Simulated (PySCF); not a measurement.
**KCa+: from the state search to spectroscopic constants**

One table from this session's results is given with a row withheld; the runs are named, their logs left out.

Program: PySCF 2.14.0. Level of theory: K 3-21G, Ca 3-21G, no relativity. These are calculated values, not measurements.

The first run:

The job is set up so:

```yaml
atoms: K, Ca
charge: 1
basis: K 3-21G, Ca 3-21G
Hamiltonian: no relativity
basis_functions: 34
electrons_treated: 38
masses_in_u: 38.9637, 39.9626
levels: PBE0, PBE, r²SCAN, B3LYP, M06-L, PBEsol, HSE06, HF, MP2, SCS-MP2, CCSD, CCSD(T)
grid: 80 radial by 434 angular points
occupations: held fixed by the projection of orbital angular momentum
dissociation_limit: K+ + Ca, each in its ground configuration
starting_distance_in_angstrom: 3.635
values_of_2S_to_try: 0, 2
```

Run with:

```sh
OMP_NUM_THREADS=1 python dia.py task.json out
```

Steps of the session up to this table: Input; First curve: PBE0; Higher solutions at PBE0; PBE; r²SCAN (meta-GGA); B3LYP (global hybrid GGA); M06-L (meta-GGA); PBEsol; HSE06 (range-separated hybrid); RHF (mean field); Correlated methods on the Hartree–Fock reference.

One of the session's tables, all rows but one given; the rest of the session is left out.

It belongs to the step «Constants by level of theory». 

```
      level  Re (Å)  ωe (cm⁻¹)  De (eV)
        RHF   4.414       77.3    0.400
    RHF-MP2   4.436       76.1    0.375
RHF-SCS-MP2   4.443       75.6    0.368
   RHF-CCSD   4.476       73.7    0.322
RHF-CCSD(T)   4.475       73.8    0.322
        PBE   4.198       85.0     0.53
     PBEsol   4.187       84.6     0.52
     r²SCAN   4.296       81.7    0.439
      M06-L   4.468       71.5    0.383
      B3LYP       ?          ?        ?
       PBE0   4.211       85.8     0.50
      HSE06   4.214       85.1     0.50
```

Estimate the missing values for B3LYP.

The run gave: Re (Å): 4.213; ωe (cm⁻¹): 83.0; De (eV): 0.481. In the column «Re (Å)» it lies between PBE0 (4.211) and HSE06 (4.214).

De is counted to K+ + Ca in their ground configurations.
